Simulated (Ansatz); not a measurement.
# WN (quartet): the correlation ladder, def2-SVP

The task here is to estimate one member of a computed series from the others.

Method: def2-SVP, core rule «outside noble gas», up to 5 orbitals frozen; program: Ansatz 0.2.0, Gaussian basis.

The runs, in order: UHF; CCSD(T) on ROHF; CCSD(T) on UHF; CISD as a restricted active space (open shells left free, so some higher excitations enter); CCSDT(Q) on ROHF; CCSDT(Q) on UHF; CASSCF and MRCISD+Q, 11 electrons in 10 orbitals; CASSCF and NEVPT2, 11 electrons in 10 orbitals.

20 further runs of the same task are left out: 6 that didn't finish, 14 set aside as unsound or not needed. Runs told in other sessions of the task aren't counted.

### The system

The geometry is a PBE0/def2-TZVP stationary point (not a proven minimum) of the parent state, kept for this charge and spin. No spin-orbit coupling is included. Elements past krypton take def2 core potentials.

2 atoms, charge 0, spin multiplicity 4.

Atoms are counted from 1 here; the program's logs count them from 0.

Bond lengths: W1–N2 1.844 Å.

The first run:

in.yaml reads:

```yaml
crystal:
  periodic: [false, false, false]
  atoms:
    - {symbol: W, position_ang: [0.000000, 0.000000, 0.000000]}
    - {symbol: N, position_ang: [0.000000, 0.000000, 1.843600]}
basis:
  gaussian: {orbitals: def2-SVP}
magnetization: {spin_polarized: true, initial_magnetization: 3}
hamiltonian: {xc: hf}
output: {orbitals: {seedname: orbitals}}
```

The run is started by

```
ansatz run in.yaml --threads 1 --pin off --events-out ev --progress --plain --max-ram 2393MiB
```

Steps of the session up to this table: UHF; CCSD(T) on ROHF; CCSD(T) on UHF; CISD as a restricted active space (open shells left free, so some higher excitations enter); CCSDT(Q) on ROHF; CCSDT(Q) on UHF; CASSCF and MRCISD+Q, 11 electrons in 10 orbitals; CASSCF and NEVPT2, 11 electrons in 10 orbitals.

One table of the session follows, with a row left open; its other results are not shown here.

| method | from RCCSDT(Q) (kJ/mol) |
| --- | --- |
| ROHF | +975.0 |
| UHF | +743.3 |
| RMP2 | -50.4 |
| UMP2 | +188.2 |
| RCCSD | ? |
| UCCSD | +51.6 |
| RCCSD(T) | +9.1 |
| UCCSD(T) | +10.3 |
| RCCSDT | +8.7 |
| UCCSDT | +0.3 |
| RCCSDT(Q) | 0 |
| UCCSDT(Q) | -9.7 |
| CASSCF valence | +467.5 |
| NEVPT2 valence | +91.0 |
| MRCISD valence | +30.3 |
| MRCISD+Q valence | +1.1 |

**Question.** Estimate the row for RCCSD.

**Answer.** from RCCSDT(Q) (kJ/mol): +75.7. In the column «from RCCSDT(Q) (kJ/mol)» it lies between UCCSD (+51.6) and NEVPT2 valence (+91.0).

Not comparable, so not listed: CISD as a restricted active space (open shells left free, so some higher excitations enter) (they don't share determinant, frozen orbitals or solution with the rows shown, or repeat one).

To keep in mind: The determinant of HF (⟨S²⟩ 5.20) is far from a pure spin state, so its energy mixes those of several spin states; that is harmless only where they are near-degenerate. The determinant of CCSD(T) (⟨S²⟩ 5.20) is far from a pure spin state, so its energy mixes those of several spin states; high orders of coupled cluster remove much of that, low ones don't. The determinant of CCSDT(Q) (⟨S²⟩ 5.20) is far from a pure spin state, so its energy mixes those of several spin states; high orders of coupled cluster remove much of that, low ones don't. Warnings: spin contamination; large T1 diagnostic. Restricted and unrestricted rows rest on different reference determinants; a gap between their highest levels can come from leftover correlation error, from unlike frozen cores or from another state.
